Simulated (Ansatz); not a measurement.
# BAsH₄: a ladder of functionals and wavefunction methods

The task here is to estimate one member of a computed series from the others.

The runs use Ansatz 0.2.0, Gaussian basis; functionals in def2-TZVPP, the program's frozen cores in correlated methods.

The runs, in order: LDA (SPW92), PBE-D4, revPBE-D4, BLYP-D4, r2SCAN-D4, B97M-V, PBE0-D4, B3LYP-D4, r2SCANh-D4, r2SCAN0-D4, HSE06-D4, BHLYP-D4, CAM-B3LYP-D4, LC-ωPBE, ωB97X-V, ωB97M-V, B2PLYP, PBE-QIDH; CCSD(T)/def2-SVP; CCSD(T)/def2-TZVPP; MP2/def2-QZVPP; extrapolation to the limit; RPA on PBE.

### The relaxed structure

An earlier PBE0-D4 in a triple-zeta def2 set relaxation fixed the geometry.

SMILES `B[AsH2]`, 6 atoms, charge 0, spin multiplicity 1.

Atoms are counted from 1 here; the program's logs count them from 0.

Bond lengths: B1–As2 1.979 Å, B1–H3 1.193 Å, B1–H4 1.193 Å, As2–H5 1.512 Å, As2–H6 1.512 Å. Angles: As2–B1–H3 119.5°, As2–B1–H4 119.5°, H3–B1–H4 120.5°, B1–As2–H5 100.6°, B1–As2–H6 100.6°, H5–As2–H6 97.8°.

As a file:

```mol
AsBH4
  3D, bonds by distance, orders not assigned

  6  5  0  0  0  0  0  0  0  0999 V2000
   -0.0224   -0.9331    0.1276 B   0  0
    0.4387    0.9820    0.3193 As  0  0
   -0.8936   -1.3967    0.7979 H   0  0
    0.6760   -1.6415   -0.5309 H   0  0
    0.7850    1.3280   -1.1109 H   0  0
   -0.9417    1.5974    0.3509 H   0  0
  1  2  8  0
  1  3  8  0
  1  4  8  0
  2  5  8  0
  2  6  8  0
M  END
```

The first run:

Input file in.yaml:

```yaml
crystal:
  periodic: [false, false, false]
  atoms:
    - {symbol: B, position_ang: [-0.022385, -0.933143, 0.127560]}
    - {symbol: As, position_ang: [0.438729, 0.981992, 0.319335]}
    - {symbol: H, position_ang: [-0.893556, -1.396678, 0.797859]}
    - {symbol: H, position_ang: [0.675987, -1.641512, -0.530917]}
    - {symbol: H, position_ang: [0.785042, 1.327978, -1.110934]}
    - {symbol: H, position_ang: [-0.941717, 1.597363, 0.350896]}
basis:
  gaussian: {orbitals: def2-TZVPP}
hamiltonian: {xc: lda}
output: {orbitals: {seedname: orbitals}}
```

Started as:

```console
$ ansatz run in.yaml --threads 2 --pin off --events-out ev --progress --plain --max-ram 4352MiB
```

Among the steps run: LDA; PBE-D4 (GGA); revPBE-D4 (GGA); BLYP-D4 (GGA); r2SCAN-D4 (meta-GGA); B97M-V (meta-GGA); B3LYP-D4 (hybrid); r2SCANh-D4 (hybrid); r2SCAN0-D4 (hybrid); HSE06-D4 (hybrid); BHLYP-D4 (hybrid); CAM-B3LYP-D4 (range-separated); LC-ωPBE (range-separated); ωB97X-V (range-separated); ωB97M-V (range-separated); B2PLYP (double hybrid); PBE-QIDH (double hybrid).

One table of the session follows, with a row left open; its other results are not shown here.

It belongs to the step «Frontier levels by functional». 

| functional | HOMO (eV) | LUMO (eV) | gap (eV) |
| --- | --- | --- | --- |
| LDA (SPW92) | -6.55 | -3.12 | 3.44 |
| PBE-D4 | -6.41 | -2.88 | 3.52 |
| revPBE-D4 | -6.35 | -2.79 | 3.56 |
| BLYP-D4 | -6.25 | -2.72 | 3.52 |
| r2SCAN-D4 | -6.63 | -2.57 | 4.07 |
| B97M-V | -6.65 | -2.65 | 4.00 |
| PBE0-D4 | -7.42 | -1.95 | 5.47 |
| B3LYP-D4 | -7.21 | -2.14 | 5.07 |
| r2SCANh-D4 | ? | ? | ? |
| r2SCAN0-D4 | -7.57 | -1.76 | 5.82 |
| HSE06-D4 | -7.02 | -2.33 | 4.69 |
| BHLYP-D4 | -8.29 | -0.92 | 7.37 |
| CAM-B3LYP-D4 | -8.65 | -0.85 | 7.80 |
| LC-ωPBE | -9.95 | 0.28 | 10.23 |
| ωB97X-V | -9.62 | 0.21 | 9.83 |
| ωB97M-V | -9.51 | -0.01 | 9.50 |

Estimate the missing values for r2SCANh-D4.

Worked estimate for «HOMO (eV)». Against the share of exact exchange, r2SCAN-D4 (0, -6.63), r2SCAN0-D4 (0.25, -7.57) give a slope of -3.76 per unit share; at 0.1 the line stands at -7.01.

**Answer.** HOMO (eV): -7.01; LUMO (eV): -2.24; gap (eV): 4.77. In «HOMO (eV)» the line misses by 0.00.
